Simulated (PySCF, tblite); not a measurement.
**C6H7ClNO radical: geometry, infrared bands and EPR parameters**

Aim: predict the infrared bands and EPR parameters of C6H7ClNO radical (`C=C(C/C=C/Cl)C([NH])=O`).

Computed with tblite 0.8.0 and PySCF 2.14.0, with density-fitted response routines of our own, on a single molecule in the gas phase. Atoms are numbered from 0 throughout.

## Step 1: The molecule as given

16 atoms, charge 0, multiplicity 2; geometry from: force field or distance geometry start.

Bonds of the start (Å): C0–C1 1.34, C1–C2 1.48, C2–C3 1.48, C3–C4 1.30, C4–Cl5 1.77, C1–C6 1.46, C6–N7 1.43, C6–O8 1.28, C0–H9 1.07, C0–H10 1.10, C2–H11 1.11, C2–H12 1.13, C3–H13 1.11, C4–H14 1.08, N7–H15 1.01.

## Step 2: Optimising the geometry with GFN2-xTB

The job: settings as JSON, then the geometry in Å.

```
{"job": {"kind": "relax", "xc": "GFN2-xTB", "basis": "xTB"}, "charge": 0, "multiplicity": 2}
C      0.356600    -1.927800    -0.696000
C      0.421700    -0.832600     0.080300
C     -0.633600    -0.597600     1.090800
C     -1.413200     0.642200     0.902000
C     -1.278300     1.519800    -0.042700
Cl    -2.277200     2.975800    -0.160200
C      1.580400     0.037200    -0.097900
N      1.811800     1.221300     0.665500
O      2.477000    -0.234400    -0.970400
H      1.105000    -2.137800    -1.430700
H     -0.491100    -2.623100    -0.605200
H     -0.166100    -0.656700     2.097900
H     -1.384200    -1.446800     1.040200
H     -2.191900     0.850400     1.657900
H     -0.536600     1.385700    -0.823100
H      2.611900     1.833200     0.547600
```

On the command line:

```console
$ OMP_NUM_THREADS=1 python probes_run.py task.json out
```

The driver reads the jobs from task.json and runs them one after another.

**Question.** This job is followed by: GFN2-xTB harmonic vibrations, gas phase; UKS B3LYP, pcH-1 on C Cl H N O, non-relativistic, mean-field spin-orbit, GIAO. Predict these results of the whole session: strongest single infrared mode (GFN2-xTB); zero-point energy (GFN2-xTB); g(iso) (B3LYP); ⟨S²⟩; largest a(iso) (averaged by class); surface potential, 1st and 99th percentile.

As calculated:

| quantity | value |
| --- | --- |
| strongest single infrared mode (GFN2-xTB) | 1620 cm⁻¹, 245 km/mol |
| zero-point energy (GFN2-xTB) | 71.2 kcal/mol |
| g(iso) (B3LYP) | 2.00969 |
| ⟨S²⟩ | 0.757 (exact 0.75) |
| largest a(iso) (averaged by class) | 14N on N7, 38.7 MHz |
| surface potential, 1st and 99th percentile | -1.25 V and 1.58 V |

**Reading.** The optimisation took 116 steps and gained 0.826 eV; among the close pairs (by a distance rule), C6–N7 changed most, from 1.428 to 1.307 Å. No mode is imaginary among the 42: a minimum at this level. The strongest single mode, at 1620 cm⁻¹, moves mainly C3 and C4. Unscaled tight-binding wavenumbers are off by several per cent, some by more. Its intensities can rank the bands wrongly. The largest spin populations lie on N7 (0.48 e), O8 (0.45 e). The isotropic g lies 7.4 ppt above the free-electron value.
